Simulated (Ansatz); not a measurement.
## Sn2PdAu, space group P-3m1: a single point from a YAML input, step by step

With Ansatz 0.2.0, Python API.

At the Python prompt:
```pycon
>>> import ansatz
>>> INPUT = """
... crystal:
...   lattice:
...     - [4.163018, 0.0, 0.0]
...     - [-2.081509, 3.605279, 0.0]
...     - [0.0, 0.0, 5.698297]
...   atoms:
...     - { symbol: Sn, position: [0.333333, 0.666667, 0.23547] }
...     - { symbol: Sn, position: [0.666667, 0.333333, 0.76453] }
...     - { symbol: Pd, position: [0.0, 0.0, 0.0] }
...     - { symbol: Au, position: [0.0, 0.0, 0.5] }
... kpoints:
...   mp_grid: { grid: [7, 7, 4], shift: [0.5, 0.5, 0.5] }
... hamiltonian:
...   xc: r2scan
... scf:
...   occupations: { method: fermi_dirac, width: 0.1 }
... output:
...   forces: true
...   stress: true
...   eigenvalues: true
... accuracy: medium
... """
>>> planned = ansatz.Session.from_yaml(INPUT).plan(threads=1, pin="off")
DeckWarning: the atoms were moved onto the symmetric positions of the space group found under crystal.symmetry.tolerance 1.0e-5 (fractional; no operation is sought that the atoms, as they stand in a round, miss by more than twice it, and no atom is moved by as much as it), and the run uses the moved positions. Before a round's move an operation carried an atom to 4.16e-6 Å from where it should [...]
DeckWarning: basis.ecutwfc = 500 eV, auto-derived from the records' recommended cutoffs: set by Sn (their level for a meta-GGA)
DeckWarning: crystal.symmetry: narrowed to the stabiliser of the k-point mesh — unitary ops 12 → 4; excluded 8 operations that carry a point of the 7×7×4 mesh (shift [0.5, 0.5, 0.5]) off the mesh (the run samples exactly the mesh kpoints.mp_grid names, as under crystal.symmetry.detect: false, and its converged state has the mesh's symmetry, not the crystal's; ε∞, the Born charges and the force [...]
>>> outcome = planned.execute()
>>> rep = outcome.report
>>> rep["n_kpoints"], rep["n_symmetry_ops"], rep["n_pw"]
(56, 4, 2175)
>>> for key in ("converged", "n_iterations", "n_electrons", "n_kpoints", "n_pw", "n_symmetry_ops", "free_energy_ev", "fermi_energy_ev"):
...     print(f"{key:18s} {rep[key]}")
...
converged          True
n_iterations       6
n_electrons        65.0
n_kpoints          56
n_pw               2175
n_symmetry_ops     4
free_energy_ev     -32227.85742009512
fermi_energy_ev    14.391485458152783
>>> gap = None if "band_edges_ev" not in rep else rep["band_edges_ev"][1] - rep["band_edges_ev"][0]
>>> print("gap on the k mesh:", "withheld (metal, or smearing too wide to tell)" if gap is None else f"{gap:.3f} eV")
gap on the k mesh: withheld (metal, or smearing too wide to tell)
>>> print("lowest empty less highest filled band, by band count:", round(rep["gap_by_band_count_ev"], 3), "eV")
lowest empty less highest filled band, by band count: -4.262 eV
```

Reading the output:
- These settings explore the input space; cutoff and mesh may be short of convergence.
- For a metal this k-point mesh is coarse: on a finer one energies can move by several to tens of meV an atom and pressures by half a GPa or more, differences at one mesh by less.
- Only differences from the Fermi energy are physical; the zero of the scale is a convention.
- A gap by band count of zero or less means overlapping bands, a metal, and at an odd count of electrons it is no gap at all.
- The structure comes from a database of computed cells and needn't be a stable or known phase.
- Levels are Kohn-Sham eigenvalues on this mesh, without spin-orbit coupling.
- Warnings are shown shortened and without file and line.
- Hardware and time: 29 s on 1 thread of Arm Neoverse V1, on a shared host, peak memory 0.72 GiB.
